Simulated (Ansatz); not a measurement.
Task: a phonon calculation by linear response of LaMg, space group Pm-3m, with Ansatz's Python interface. Give the script and its output. Level of theory: LDA, PAW, cutoff 272 eV, 6×6×6 k-points, cold smearing of 0.1 eV.

```yaml
crystal:
  lattice:
    - [3.96500, 0.00000, 0.00000]
    - [0.00000, 3.96500, 0.00000]
    - [0.00000, 0.00000, 3.96500]
  atoms:
    - { symbol: La, position: [0.50000, 0.50000, 0.50000] }
    - { symbol: Mg, position: [0.00000, 0.00000, 0.00000] }
```

`lamg.py`:
```python
# -*- coding: utf-8 -*-
"""Zone-centre and zone-boundary phonons of LaMg by linear response."""

from pathlib import Path
import warnings

import ansatz as az
import numpy as np

SETTINGS = {
    "xc": "LDA",
    "occupations": "Marzari-Vanderbilt",
    "scf_tol": 1e-06,
    "kmesh": (6, 6, 6),
}


def main():
    warnings.simplefilter("ignore", az.DeckWarning)

    structure = (
        az.Lattice.of((3.965, 0.0, 0.0), (0.0, 3.965, 0.0), (0.0, 0.0, 3.965))
        .atom("La", (0.5, 0.5, 0.5))
        .atom("Mg", (0.0, 0.0, 0.0))
    )

    setup = (
        structure.calculation()
        .functional(SETTINGS["xc"])  # exchange and correlation
        .occupations(SETTINGS["occupations"])  # the run then minimises F = E - TS
        .accuracy("low")
        .scf(tolerance=SETTINGS["scf_tol"])
        .basis(10 * az.Ha, density_ratio=6)
        .kpoints(*SETTINGS["kmesh"])  # sampling of the Brillouin zone
        .phonons("dfpt")
    )
    out = setup.run(runs_dir="runs")
    ph = out.phonons

    print("Gamma modes (1/cm):", " ".join(f"{w:.1f}" for w in ph.gamma_omega_inv_cm))
    print("in meV:", " ".join(f"{w * 0.1239842:.2f}" for w in ph.gamma_omega_inv_cm))


if __name__ == "__main__":
    main()
```

Running `python lamg.py` prints:
```text
Gamma modes (1/cm): 0.0 0.0 0.0 185.9 185.9 185.9
in meV: 0.00 0.00 0.00 23.05 23.05 23.05
```

These settings explore the input space; cutoff and mesh may be short of convergence. The cutoff lies under the one recommended for these potentials. The cell isn't relaxed first, so the values belong to this volume. For a metal this k-point mesh is coarse: on a finer one energies can move by several to tens of meV an atom and pressures by half a GPa or more, differences at one mesh by less. The structure is a deposited one; some such entries were measured under pressure or heat, so a shift against it needn't be the functional's error alone. The structure is taken as given; imaginary modes can come from an unrelaxed or unstable start. Phonons of metals also depend on mesh and smearing. The script silences the warnings on its input, which a real study should read. Hardware and time: 8.2 s on 1 thread of Intel(R) Xeon(R) Platinum 8488C (Sapphire Rapids) (shared host), peak memory 0.49 GiB.

(A comment or docstring line of the script was reworded after the run, the code is as it ran; lines on the test bed's own set-up are left out of the output.)
